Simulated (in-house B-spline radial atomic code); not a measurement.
# Si³⁺: a test of the Gauss points an interval

Aim: see how the result and the number of iterations for Si³⁺ depend on the Gauss points an interval.

Method: non-relativistic OLYP, spherical fractional occupations, point nucleus, basis-set limit. Code: in-house B-spline radial atomic code version 1.

**1. What is computed**

- element: silicon (Z = 14)
- charge: +3
- electrons: 11
- configuration: [Ne] 3s1
- Hamiltonian: non-relativistic
- nucleus: point

The outer shells:

[Ne] 3s1
```
[Ne] core
3s [↑ ]
```

The boxes only draw the filling; these runs are spin-restricted and spherical.

A run counts as converged when the orbital gradient is under the tolerance times 14 hartree (or under the basis's noise floor) and the energy moved by less than 1e-8 hartree times the root of its size. Energy differences under 9e-07 hartree are noise.

Settings of the run:

```ini
Z = 14
electrons = 11.0
configuration = [Ne] 3s1
hamiltonian = nr
method = optx,lyp
spin_polarised = False
knot_spacing = 0.22
spline_order = 8
gauss_points = 12
box_radius = 16.22
max_iterations = 70
damping = 0.5
damped_steps = 3
diis_vectors = 10
tolerance = 1e-08
start = Thomas-Fermi
```

From the earlier run of the reference: total energy -287.258839 hartree. Levels, eight at most:

```csv
orbital,occupation,energy (eV),<r> (bohr)
1s,2,-1818.86,0.1116
2s,2,-176.00,0.5663
2p,6,-132.60,0.5331
3s,1,-38.953,1.867
```

**2. Gauss points an interval 3**

Settings of the run:

```ini
Z = 14
electrons = 11.0
configuration = [Ne] 3s1
hamiltonian = nr
method = optx,lyp
spin_polarised = False
knot_spacing = 0.22
spline_order = 8
gauss_points = 3
box_radius = 16.22
max_iterations = 70
damping = 0.5
damped_steps = 3
diis_vectors = 10
tolerance = 1e-08
start = Thomas-Fermi
```

The run is started by

```console
> python run_scf.py task.json out
```

One command runs all members of the session, one after another, from task.json.

**3. Gauss points an interval 4**

Settings: those of step 2 with these lines changed.

```diff
@@ -8,3 +8,3 @@
 spline_order = 8
-gauss_points = 3
+gauss_points = 4
 box_radius = 16.22
```

**4. Gauss points an interval 5**

Settings: those of step 3 with these lines changed.

```diff
@@ -8,3 +8,3 @@
 spline_order = 8
-gauss_points = 4
+gauss_points = 5
 box_radius = 16.22
```

**5. Gauss points an interval 6**

Settings: those of step 4 with these lines changed.

```diff
@@ -8,3 +8,3 @@
 spline_order = 8
-gauss_points = 5
+gauss_points = 6
 box_radius = 16.22
```

**6. Gauss points an interval 8**

Settings: those of step 5 with these lines changed.

```diff
@@ -8,3 +8,3 @@
 spline_order = 8
-gauss_points = 6
+gauss_points = 8
 box_radius = 16.22
```

**7. Gauss points an interval 16**

Settings: those of step 6 with these lines changed.

```diff
@@ -8,3 +8,3 @@
 spline_order = 8
-gauss_points = 8
+gauss_points = 16
 box_radius = 16.22
```

Which of these runs converge to the reference energy, which miss it and by about how much, and which fail?

**Answer**, as computed:

| run | outcome | iterations | energy less the reference (hartree) |
| --- | --- | --- | --- |
| reference | converged | 9 | 0 |
| Gauss points an interval 3 | converged | 8 | -7.86e+04 |
| Gauss points an interval 4 | converged | 9 | below noise |
| Gauss points an interval 5 | converged | 9 | below noise |
| Gauss points an interval 6 | converged | 9 | below noise |
| Gauss points an interval 8 | converged | 9 | below noise |
| Gauss points an interval 16 | converged | 9 | below noise |

**Reading.** Of 6 changed inputs, 5 gave the reference energy within 1e-05 hartree and 1 converged to another value. The worst converged miss is -7.86e+04 hartree (Gauss points an interval 3): the integrals are too coarse. An energy below the reference is possible because too few quadrature points break the variational bound.
